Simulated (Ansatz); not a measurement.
# ClH4InN2: basis-set convergence

How large a basis does ClH4InN2 need? Two functionals are run in growing sets.

The runs use Ansatz 0.2.0, Gaussian basis; one geometry, several basis sets.

Levels to be run: PBE0-D4/def2-SVP; ωB97M-V/def2-SVP; PBE0-D4/def2-QZVPP; ωB97M-V/def2-QZVPP; the functionals' def2-TZVPP values are taken from earlier runs.

**1. The geometry**

The geometry comes from an earlier relaxation with PBE0-D4 in a triple-zeta def2 set; it is a stationary point, not always the lowest conformer. In takes the def2 core potential; no spin-orbit term is included.

SMILES `[NH2][In]([NH2])[Cl]`, 8 atoms, charge 0, spin multiplicity 1.

Atoms are counted from 1 here; the program's logs count them from 0.

Bond lengths: N1–In2 2.009 Å, N1–H5 1.011 Å, N1–H6 1.010 Å, In2–N3 2.009 Å, In2–Cl4 2.335 Å, N3–H7 1.010 Å, N3–H8 1.011 Å. Angles: In2–N1–H5 114.5°, In2–N1–H6 116.6°, H5–N1–H6 109.0°, N1–In2–N3 129.2°, N1–In2–Cl4 115.4°, N3–In2–Cl4 115.4°, In2–N3–H7 116.6°, In2–N3–H8 114.5°, H7–N3–H8 109.0°.

As a file:

```xyz
8
ClH4InN2
N    -0.1876    1.8360   -0.2644
In   -0.2763   -0.1707   -0.2873
N     0.7335   -1.4987    0.8317
Cl   -1.7647   -1.0904   -1.8338
H    -1.0025    2.2961   -0.6457
H     0.0530    2.2681    0.6165
H     1.6490   -1.2165    1.1526
H     0.7956   -2.4240    0.4303
```

**2. PBE0-D4 in def2-SVP**

The input, in.yaml:

```yaml
crystal:
  periodic: [false, false, false]
  atoms:
    - {symbol: N, position_ang: [-0.187574, 1.836007, -0.264385]}
    - {symbol: In, position_ang: [-0.276269, -0.170710, -0.287267]}
    - {symbol: N, position_ang: [0.733521, -1.498678, 0.831732]}
    - {symbol: Cl, position_ang: [-1.764720, -1.090362, -1.833848]}
    - {symbol: H, position_ang: [-1.002531, 2.296055, -0.645653]}
    - {symbol: H, position_ang: [0.053013, 2.268146, 0.616546]}
    - {symbol: H, position_ang: [1.648994, -1.216491, 1.152590]}
    - {symbol: H, position_ang: [0.795556, -2.423968, 0.430285]}
basis:
  gaussian: {orbitals: def2-SVP}
hamiltonian: {xc: pbe0, dispersion: d4}
output: {orbitals: {seedname: orbitals}}
```

Run with:

```bash
> ansatz run in.yaml --threads 4 --pin off --events-out ev --progress --plain --max-ram 10444MiB
```

The log of the run:

```text
Functional definition: PBE0
  name "PBE0"
  cite "Adamo & Barone, J. Chem. Phys. 110, 6158 (1999) doi:10.1063/1.478522"
  cite "Perdew, Burke & Ernzerhof, Phys. Rev. Lett. 77, 3865 (1996) doi:10.1103/PhysRevLett.77.3865"
  parent pbe
  parameter a = 0.25
  parameter kappa = 0.804
  parameter beta = 0.06672455060314922
  exchange = (1 - a)*pbe_x(kappa = kappa, mu = beta*pi^2/3) + a*exact_x
  correlation = pbe_c(beta = beta)
993 factors; integrals over basis functions are off by at most 1.2e-3 eV
mean field evaluation 1: about -20717.4456 eV, gradient 7.5e1 eV
mean field evaluation 2: about -20691.7911 eV, gradient 1.2e2 eV
mean field evaluation 4: about -20729.1218 eV, gradient 4.9e0 eV
mean field evaluation 8: about -20729.3194 eV, gradient 3.0e-1 eV
mean field evaluation 16: about -20729.3196 eV, gradient 4.0e-5 eV
mean field -20729.31960339 eV, -761.7884445870 hartree, gradient 4.0e-5 eV, S^2 0.000000; 0 other end points of the search recorded, 0 dependent functions left out
reference -20729.31963761 eV, -761.7884458445 hartree; 28, 28 occupied and 64, 64 virtual orbitals, 993 factors
Total energy: -20729.45271558 eV, -761.7933363697 hartree
```

Wall time 1.1 s (4 threads of Arm Neoverse V1, shared host).

**3. ωB97M-V in def2-SVP**

Edit in.yaml of step 2 so:

```diff
@@ -13,3 +13,3 @@
   gaussian: {orbitals: def2-SVP}
-hamiltonian: {xc: pbe0, dispersion: d4}
+hamiltonian: {xc: {name: wB97M-V}}
 output: {orbitals: {seedname: orbitals}}
```

Launched as before.

The log of the run (excerpt; [...] marks lines left out):

```text
Functional definition: wB97M-V
  name "wB97M-V"
  cite "Mardirossian & Head-Gordon, J. Chem. Phys. 144, 214110 (2016) doi:10.1063/1.4952647"
  cite "Becke, J. Chem. Phys. 107, 8554 (1997) doi:10.1063/1.475007"
  cite "Vydrov & Van Voorhis, J. Chem. Phys. 133, 244103 (2010) doi:10.1063/1.3521275"
  # Of w^i u^j: cxij and so on, Table III.
[...]
  gx(w, u) = 1 - cx + cx01*u + cx10*w
  gss(w, u) = css00 + css04*u^4 + css10*w + css20*w^2 + css43*w^4*u^3
  gos(w, u) = cos00 + cos10*w + (cos20 + cos21*u)*w^2 + (cos60 + cos61*u)*w^6
[...]
      + integral(e_c_pw_mod_opposite_spin*gos(b97_w_opposite, b97_u_opposite)) + vv10(b, c)
993 factors; integrals over basis functions are off by at most 1.2e-3 eV
256 factors; integrals over basis functions are off by at most 7.1e-6 eV
[...]
mean field -20733.62528600 eV, -761.9466755044 hartree, gradient 8.2e-5 eV, S^2 0.000000; 0 other end points of the search recorded, 0 dependent functions left out
reference -20733.62534068 eV, -761.9466775139 hartree; 28, 28 occupied and 64, 64 virtual orbitals, 993 factors
Total energy: -20733.62534068 eV, -761.9466775139 hartree
```

It took 4.5 s on 4 threads of Arm Neoverse V1, shared host; peak memory 0.29 GiB.

**4. PBE0-D4 in def2-QZVPP**

Edit in.yaml of step 3 so:

```diff
@@ -12,4 +12,4 @@
 basis:
-  gaussian: {orbitals: def2-SVP}
-hamiltonian: {xc: {name: wB97M-V}}
+  gaussian: {orbitals: "def2-QZVPP.json"}
+hamiltonian: {xc: pbe0, dispersion: d4}
 output: {orbitals: {seedname: orbitals}}
```

Launched as before.

The log of the run:

```text
Functional definition: PBE0
  name "PBE0"
  cite "Adamo & Barone, J. Chem. Phys. 110, 6158 (1999) doi:10.1063/1.478522"
  cite "Perdew, Burke & Ernzerhof, Phys. Rev. Lett. 77, 3865 (1996) doi:10.1103/PhysRevLett.77.3865"
  parent pbe
  parameter a = 0.25
  parameter kappa = 0.804
  parameter beta = 0.06672455060314922
  exchange = (1 - a)*pbe_x(kappa = kappa, mu = beta*pi^2/3) + a*exact_x
  correlation = pbe_c(beta = beta)
1464 factors; their error is unknown
mean field evaluation 1: about -20722.8364 eV, gradient 9.1e1 eV
mean field evaluation 2: about -20685.3469 eV, gradient 1.4e2 eV
mean field evaluation 4: about -20738.2749 eV, gradient 8.6e0 eV
mean field evaluation 8: about -20738.4671 eV, gradient 3.6e-1 eV
mean field evaluation 16: about -20738.4672 eV, gradient 7.1e-5 eV
mean field -20738.46717184 eV, -762.1246115273 hartree, gradient 7.1e-5 eV, S^2 0.000000; 0 other end points of the search recorded, 0 dependent functions left out
reference -20738.46721154 eV, -762.1246129862 hartree; 28, 28 occupied and 358, 358 virtual orbitals, 1464 factors
Total energy: -20738.60028951 eV, -762.1295035114 hartree
```

Wall time 7 s (4 threads of Arm Neoverse V1, shared host); peak memory 1.2 GiB.

**5. ωB97M-V in def2-QZVPP**

Edit in.yaml of step 4 so:

```diff
@@ -13,3 +13,3 @@
   gaussian: {orbitals: "def2-QZVPP.json"}
-hamiltonian: {xc: pbe0, dispersion: d4}
+hamiltonian: {xc: {name: wB97M-V}}
 output: {orbitals: {seedname: orbitals}}
```

Same command.

The log of the run (excerpt; [...] marks lines left out):

```text
Functional definition: wB97M-V
  name "wB97M-V"
  cite "Mardirossian & Head-Gordon, J. Chem. Phys. 144, 214110 (2016) doi:10.1063/1.4952647"
  cite "Becke, J. Chem. Phys. 107, 8554 (1997) doi:10.1063/1.475007"
  cite "Vydrov & Van Voorhis, J. Chem. Phys. 133, 244103 (2010) doi:10.1063/1.3521275"
  # Of w^i u^j: cxij and so on, Table III.
[...]
  gx(w, u) = 1 - cx + cx01*u + cx10*w
  gss(w, u) = css00 + css04*u^4 + css10*w + css20*w^2 + css43*w^4*u^3
  gos(w, u) = cos00 + cos10*w + (cos20 + cos21*u)*w^2 + (cos60 + cos61*u)*w^6
[...]
      + integral(e_c_pw_mod_opposite_spin*gos(b97_w_opposite, b97_u_opposite)) + vv10(b, c)
1408 factors; their error is unknown
319 factors; integrals over basis functions are off by at most 4.4e-5 eV
[...]
mean field -20742.83912185 eV, -762.2852777268 hartree, gradient 1.4e-5 eV, S^2 0.000000; 0 other end points of the search recorded, 0 dependent functions left out
reference -20742.83918830 eV, -762.2852801686 hartree; 28, 28 occupied and 358, 358 virtual orbitals, 1408 factors
Total energy: -20742.83918830 eV, -762.2852801686 hartree
```

Run time: 17 s. Hardware: 4 threads of Arm Neoverse V1, shared host; peak memory 1.4 GiB.

**6. Functionals by basis**

The def2-TZVPP values come from earlier runs at the same geometry.

```
functional       basis  functions  energy (eV)  from the largest (eV)  HOMO (eV)  LUMO (eV)
   PBE0-D4    def2-SVP         92  -20729.4527                  9.148      -7.18      -0.94
   PBE0-D4  def2-TZVPP        210  -20737.9786                  0.622      -7.50      -1.25
   PBE0-D4  def2-QZVPP        386  -20738.6003                  0.000      -7.56      -1.39
   ωB97M-V    def2-SVP         92  -20733.6253                  9.214      -9.51       0.99
   ωB97M-V  def2-TZVPP        210  -20742.2449                  0.594      -9.86       0.54
   ωB97M-V  def2-QZVPP        386  -20742.8392                  0.000      -9.92       0.20
```

**7. What came out**

```
                                       quantity          value
PBE0-D4: double and triple zeta above quadruple  9.15, 0.62 eV
ωB97M-V: double and triple zeta above quadruple  9.21, 0.59 eV
```

**Reading.** For PBE0-D4 the step from double to triple zeta gains 8.53 eV and the next only 0.62 eV. These are total energies; as a rule much of such shifts cancels in differences, which this series doesn't test. The LUMO of ωB97M-V is positive and keeps falling with the basis (0.99 to 0.20 eV): an unbound level that the basis holds in place.

For PBE0-D4 the largest set took about 6 times as long as the smallest (7 s against 1.1 s).
